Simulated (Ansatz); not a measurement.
Cu, space group P6_3/mmc: cell relaxations under several functionals, run with the Python package of Ansatz (0.2.0).

The script, `cu.py`:
```python
import ansatz as az
import numpy as np

def edges_and_angles(cell):
    cell = np.asarray(cell)
    a, b, c = np.linalg.norm(cell, axis=1)
    cosines = cell[1] @ cell[2] / (b * c), cell[0] @ cell[2] / (a * c), cell[0] @ cell[1] / (a * b)
    return (a, b, c, *np.degrees(np.arccos(cosines)))


def main() -> None:
    structure = (
        az.Lattice.of((2.5341, 0.0, 0.0), (-1.26705, 2.19459, 0.0), (0.0, 0.0, 4.11257))
        .atom("Cu", (1 / 3, 2 / 3, 0.25))
        .atom("Cu", (2 / 3, 1 / 3, 0.75))
    )

    calculation = structure.calculation()
    calculation = calculation.basis(38 * az.Ry)
    calculation = calculation.kpoints(15, 15, 8)
    calculation = calculation.occupations(az.OccupationsMethod.COLD, width=0.15)
    calculation = calculation.relax(cell=True, force_tolerance=0.05, max_steps=40)

    levels = [("lda", "none"), ("blyp", "d3bj"), ("pbesol", "none")]
    print("level            a       b       c    alpha   beta  gamma  V/atom  steps")
    for name, dispersion in levels:
        seen = []
        run = calculation.functional(name, dispersion=dispersion).session().plan()
        outcome = run.execute(on_event=lambda e: seen.append(e) if e["event"] == "relax_step" else None)
        cell = outcome.lattice.cell_ang
        label = name if dispersion == "none" else f"{name}+{dispersion}"
        print("{:13s} {:7.4f} {:7.4f} {:7.4f} {:6.2f} {:6.2f} {:6.2f}".format(label, *edges_and_angles(cell)), f"{abs(np.linalg.det(cell)) / len(outcome.lattice.sites):7.3f} {len(seen):5d}")


if __name__ == "__main__":
    main()
```

Rank the levels of theory by the volume of the relaxed cell.

From smallest to largest: LDA (10.89 Å³ an atom, -4.8 % against the start), BLYP+D3BJ (11.13 Å³ an atom, -2.6 % against the start) and PBEsol (11.32 Å³ an atom, -1.0 % against the start). The spread is 3.9 % in volume.

The run itself:

```console
$ python cu.py
level            a       b       c    alpha   beta  gamma  V/atom  steps
lda            2.4772  2.4772  4.0990  90.00  90.00 120.00  10.892     6
blyp+d3bj      2.4939  2.4939  4.1341  90.00  90.00 120.00  11.134     5
pbesol         2.5093  2.5093  4.1513  90.00  90.00 120.00  11.319     5
```

Spin is left out of this run. Forces vanish by symmetry, so the ions can't move, and the end may be a saddle. BLYP and dispersion corrections can be off by several per cent in the lattices of metals, and by several GPa in the pressure at a fixed cell. This isn't the structure that Cu takes at ambient conditions. Hardware and time: 55 s on 1 thread of Intel(R) Xeon(R) Processor @ 2.30GHz (shared host), peak memory 0.58 GiB.
